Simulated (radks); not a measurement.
# Sb⁻ inside a hard spherical wall

An exercise on one series of results from a longer session: the logs are not shown, and one member is left open.

The numbers are computed with radks (a radial shooting solver on a logarithmic mesh, Libxc functionals) version 1 (scalar-relativistic Kohn-Sham, PBEsol, spin-polarised, spherical densities, finite nucleus; open shells are filled with parallel spins first), except any that are marked as measured or tabulated.

## Starting point

| Quantity | Value |
| --- | --- |
| element | antimony (Z = 51) |
| charge | -1 |
| electrons | 52 |
| configuration | [Kr] 4d10 5s2 5p4 |
| nuclear rms radius | 4.6802 fm |

The outer shells:

Sb⁻
```
[Kr] core
4d [↑↓][↑↓][↑↓][↑↓][↑↓]
5s [↑↓]
5p [↑↓][↑ ][↑ ]
```

Set-up of the first run:

Input:

```text
Z 51
configuration [Kr] 4d10 5s2 5p4 6s0 4f0 5d0
relativity scalar-relativistic
functional pbe_sol,pbe_sol
spin polarised
nucleus finite rms 4.6802 fm
wall 20 bohr
c 137.035999084
```

Steps of the session up to this table: Wall at 20 bohr; Wall at 12 bohr; Wall at 10 bohr; Wall at 5 bohr; Wall at 3.5 bohr; Wall at 2.5 bohr.

One table of the session follows, with a row left open; its other results are not shown here.

| R (bohr) | E − E(widest) (eV) | ε(5p) (eV) | ε(6s, empty) (eV) | ε(5d, empty) (eV) | ε(4f, empty) (eV) |
| --- | --- | --- | --- | --- | --- |
| 20 | 0.000 | 0.458 | 2.142 | 2.758 | 3.258 |
| 12 | 0.043 | 0.642 | 3.374 | 4.847 | 6.508 |
| 10 | ? | ? | ? | ? | ? |
| 5 | 7.936 | 5.904 | 21.181 | 16.637 | 23.888 |
| 3.5 | 46.765 | 19.027 | 61.352 | 37.601 | 42.559 |
| 2.5 | 215.34 | 58.100 | 166.76 | 91.291 | 74.786 |

**Question.** Estimate the row for R (bohr) = 10.

Worked estimate for «E − E(widest) (eV)». A straight line through the neighbours (12, 0.043) and (5, 7.936) gives 0.043 + (7.936 − 0.043) × (10 − 12) / (5 − 12) = 2.298; a parabola fitted to 4 rows on both sides gives -0.253.

As computed: E − E(widest) (eV): 0.136; ε(5p) (eV): 0.841; ε(6s, empty) (eV): 4.279; ε(5d, empty) (eV): 5.911; ε(4f, empty) (eV): 8.437. In «E − E(widest) (eV)» the line misses by +2.162 and the parabola by -0.389.

In words: Eigenvalues are for spin up. From R = 20 bohr inwards the highest occupied level lies above zero, in an anion first from self-interaction, then from the wall. Shells are not refilled when levels cross, and a hard wall is a model, not a crystal.
